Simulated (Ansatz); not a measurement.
Mg₃BiSb, space group P3m1: an equation of state with a fit, run with Ansatz's Python interface.

`run_eos.py`
```python
import warnings

import ansatz as az
import numpy as np
from scipy.optimize import curve_fit

SETTINGS = {
    "xc": "pbesol",
    "occupations": "Methfessel-Paxton",
    "sigma": 0.15,
    "ecut": 500,
    "kgrid": (6, 6, 3),
}

vectors0 = np.array([
    [4.66434, 0.0, 0.0],
    [-2.33217, 4.03944, 0.0],
    [0.0, 0.0, 7.36034],
])
sites = [
    ("Mg", [0.0, 0.0, 0.00449]),
    ("Mg", [1 / 3, 2 / 3, 0.36494]),
    ("Mg", [2 / 3, 1 / 3, 0.62586]),
    ("Sb", [2 / 3, 1 / 3, 0.22507]),
    ("Bi", [1 / 3, 2 / 3, 0.77965]),
]


def crystal_on(cell):
    crystal = az.Crystal(lattice=az.Lattice.of(cell))
    for symbol, position in sites:
        crystal = crystal.atom(symbol, position)
    return crystal

def vinet(v, e0, v0, b0, b1):
    eta = (v / v0) ** (1 / 3)
    return e0 + 2 * b0 * v0 / (b1 - 1) ** 2 * (2 - (5 + 3 * b1 * (eta - 1) - 3 * eta) * np.exp(-1.5 * (b1 - 1) * (eta - 1)))

warnings.simplefilter("ignore", az.DeckWarning)

volumes, energies = [], []
for scale in np.linspace(0.9, 1.1, 9):
    cell = vectors0 * scale ** (1 / 3)
    calc = (
        crystal_on(cell).calculation()
        .functional(SETTINGS["xc"])
        .pseudopotentials("paw")
        .occupations(SETTINGS["occupations"], width=SETTINGS["sigma"])
        .basis(SETTINGS["ecut"])
        .kpoints(*SETTINGS["kgrid"])
    )
    report = calc.run(threads=1).report
    volumes.append(abs(np.linalg.det(cell)) / len(sites))
    energies.append(report["free_energy_ev"] / len(sites))
    print(f"V = {volumes[-1]:8.4f} A^3/atom  F = {energies[-1]:.5f} eV/atom")

guess = (min(energies), volumes[int(np.argmin(energies))], 0.5, 4.5)
(e0, v0, b0, b1), _ = curve_fit(vinet, np.array(volumes), np.array(energies), p0=guess, maxfev=20000)
print(f"Vinet fit: V0 = {v0:.4f} A^3/atom, B0 = {160.21766 * b0:.1f} GPa, B1 = {b1:.2f}")
print("largest residual", round(1000 * float(np.abs(vinet(np.array(volumes), e0, v0, b0, b1) - energies).max()), 3), "meV/atom")
```

Estimate the equilibrium volume and the bulk modulus.

A third-order Birch-Murnaghan fit through the 9 points has its minimum at 26.67 Å³ an atom, 3.9 % below the typed cell, with a bulk modulus of 44 GPa and dB/dP = 4.3. From that minimum the energy rises by 16.8 meV an atom on the compressed side and 60.3 meV on the expanded side.

The run itself:

```console
$ python run_eos.py
V =  24.9621 A^3/atom  F = -4877.53326 eV/atom
V =  25.6555 A^3/atom  F = -4877.54442 eV/atom
V =  26.3489 A^3/atom  F = -4877.54955 eV/atom
V =  27.0423 A^3/atom  F = -4877.54939 eV/atom
V =  27.7357 A^3/atom  F = -4877.54458 eV/atom
V =  28.4291 A^3/atom  F = -4877.53572 eV/atom
V =  29.1225 A^3/atom  F = -4877.52332 eV/atom
V =  29.8159 A^3/atom  F = -4877.50787 eV/atom
V =  30.5093 A^3/atom  F = -4877.48980 eV/atom
Vinet fit: V0 = 26.6664 A^3/atom, B0 = 44.2 GPa, B1 = 4.20
largest residual 0.021 meV/atom
```

What to keep in mind:
- Total energies depend on the potentials; only differences at equal settings carry meaning.
- Shape and fractional positions are held along the curve, so the bulk modulus is an upper value where they are free to relax.
- Cold and Methfessel-Paxton smearing aren't meant for a gap as narrow as their width.
- Spin-orbit coupling, which matters for elements this heavy, is left out.
- This cell is a computed structure, which may not be the phase found in nature.
- Finished in 41 s on 1 thread of Intel(R) Xeon(R) Platinum 8488C (Sapphire Rapids), with other jobs on the host, peak memory 0.56 GiB.
